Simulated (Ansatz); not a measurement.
**HPbNO4 in Ansatz: the effect of functional**

Crystal: HPbNO4.

```
CELL_PARAMETERS angstrom
3.85707 0.00178 -0.03658
0.17353 4.33436 -0.01647
0.75803 0.83873 5.87662
ATOMIC_POSITIONS crystal
H 0.61511 0.89559 0.19844
Pb 0.64597 0.44651 0.91685
N 0.71474 0.23810 0.50058
O 0.16958 0.47007 0.77768
O 0.62919 0.97045 0.49845
O 0.56424 0.92583 0.03849
O 0.78022 0.42250 0.31951
```

The cell was built by a generator and needn't be a form met in nature.

Alike in all runs:

| Quantity | Value |
| --- | --- |
| Program | Ansatz 0.2.0 |
| Task | band structure |
| Potentials or basis | Ansatz PAW |
| k mesh | 7 × 6 × 5 |
| Occupations | fermi-dirac, width 0.05 eV |
| Spin | no spin polarisation |

```csv
functional,cutoff,gap on the mesh (eV),pressure (GPa),largest force (eV/Å)
LDA,420 eV (not typed: the program's choice for these potentials),?,?,?
revPBE,420 eV (not typed: the program's choice for these potentials),0.36,2.1,0.22
r2SCAN,500 eV (not typed: the program's choice for these potentials),0.41,-4.2,0.58
```

Task: What does the run with functional LDA give?

Result: gap on the mesh 0.35 eV; pressure -6.5 GPa; largest force 1.02 eV/Å.

Caveats: the k mesh misses the band edges, so the gap on the mesh is wider than the one along the path; spin-orbit coupling is left out, which as a rule narrows the gap of such compounds by several tenths of an eV; the PAW data sets come from PBE, with cores solved anew for the run's functional, which leaves a small shift of forces and pressure; forces of over 1 eV/Å show positions far from the minimum, so gaps and moduli don't describe the material at rest (some runs).
